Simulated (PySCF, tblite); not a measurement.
**C₅H₁₀AlNO₂: geometry, infrared bands and NMR shifts**

What infrared bands and NMR shifts should C₅H₁₀AlNO₂ (`CN(C)C1=C[O][AlH2-][O+]=C1`) show?

Programs: tblite 0.8.0 and PySCF 2.14.0, with density-fitted response routines of our own. Each step states its level of theory. These are calculated values for one molecule in the gas phase, unless marked as measured. Atoms count from 0, in the outputs and in this text.

### Step 1. The molecule as given

19 atoms, charge 0, multiplicity 1; geometry from: force field or distance geometry start.

Bonds of the start (Å): C0–N1 1.47, N1–C2 1.44, N1–C3 1.45, C3–C4 1.32, C4–O5 1.38, O5–Al6 1.86, Al6–O7 1.84, O7–C8 1.25, C8–C3 1.43, C0–H9 1.12, C0–H10 1.09, C0–H11 1.13, C2–H12 1.12, C2–H13 1.11, C2–H14 1.09, C4–H15 1.10, Al6–H16 1.60, Al6–H17 1.59, C8–H18 1.11.

### Step 2. Optimising the geometry with GFN2-xTB

The job: settings as JSON, then the geometry in Å.

```
{"job": {"kind": "relax", "xc": "GFN2-xTB", "basis": "xTB"}, "charge": 0, "multiplicity": 1}
C     -1.886100    -1.346200    -0.166000
N     -1.244800    -0.025800    -0.058000
C     -2.004200     1.195100     0.013400
C      0.204600    -0.002800    -0.002100
C      0.757500    -0.884100     0.817700
O      2.109100    -1.047300     1.021800
Al     3.244200     0.084200     0.073900
O      2.109700     1.145800    -0.918700
C      0.879500     0.955900    -0.821600
H     -2.866500    -1.282300    -0.701200
H     -1.198600    -2.034600    -0.656100
H     -2.103500    -1.723900     0.881200
H     -2.964200     1.143800    -0.551400
H     -2.200500     1.385900     1.092200
H     -1.429900     2.051600    -0.349500
H      0.102900    -1.561400     1.395100
H      3.928600     1.024700     1.175400
H      4.308400    -0.692300    -0.817200
H      0.244100     1.622900    -1.436300
```

The run is started by

```bash
$ OMP_NUM_THREADS=1 python probes_run.py task.json out
```

One launch serves the whole session: the jobs run in the order shown.

**Question.** This job is followed by: GFN2-xTB harmonic vibrations, gas phase; GIAO PBE0/pcSseg-1 NMR shielding, non-relativistic, gas phase. Predict these results of the whole session: strongest single infrared mode (GFN2-xTB); zero-point energy (GFN2-xTB); ¹³C shifts against TMS (PBE0/pcSseg-1, means over atoms taken as alike); ¹H shifts against TMS (PBE0/pcSseg-1, means over atoms taken as alike); ¹⁵N shifts against NH3 (PBE0/pcSseg-1); ¹⁷O shifts against H2O (PBE0/pcSseg-1, means over atoms taken as alike); ²⁷Al shifts against AlH4- (PBE0/pcSseg-1).

**Answer**, as computed:

```
                                                               quantity                   value
                              strongest single infrared mode (GFN2-xTB)    799 cm⁻¹, 511 km/mol
                                           zero-point energy (GFN2-xTB)           87.0 kcal/mol
¹³C shifts against TMS (PBE0/pcSseg-1, means over atoms taken as alike)  187.2, 138.3, 45.9 ppm
 ¹H shifts against TMS (PBE0/pcSseg-1, means over atoms taken as alike)    8.53, 4.34, 2.60 ppm
                                 ¹⁵N shifts against NH3 (PBE0/pcSseg-1)                39.2 ppm
¹⁷O shifts against H2O (PBE0/pcSseg-1, means over atoms taken as alike)               297.0 ppm
                              ²⁷Al shifts against AlH4- (PBE0/pcSseg-1)                52.2 ppm
```

What this shows: The optimisation took 84 steps and gained 1.085 eV; among the close pairs (by a distance rule), C4–O5 changed most, from 1.377 to 1.276 Å. No mode is imaginary among the 51: a minimum at this level. The strongest single mode, at 799 cm⁻¹, moves mainly H16 and H17. Unscaled tight-binding wavenumbers are off by several per cent, some by more. Its intensities can rank the bands wrongly. At PBE0/pcSseg-1: Shielding is most anisotropic at O5, O7 (span 557 ppm, paramagnetic term -358 ppm).
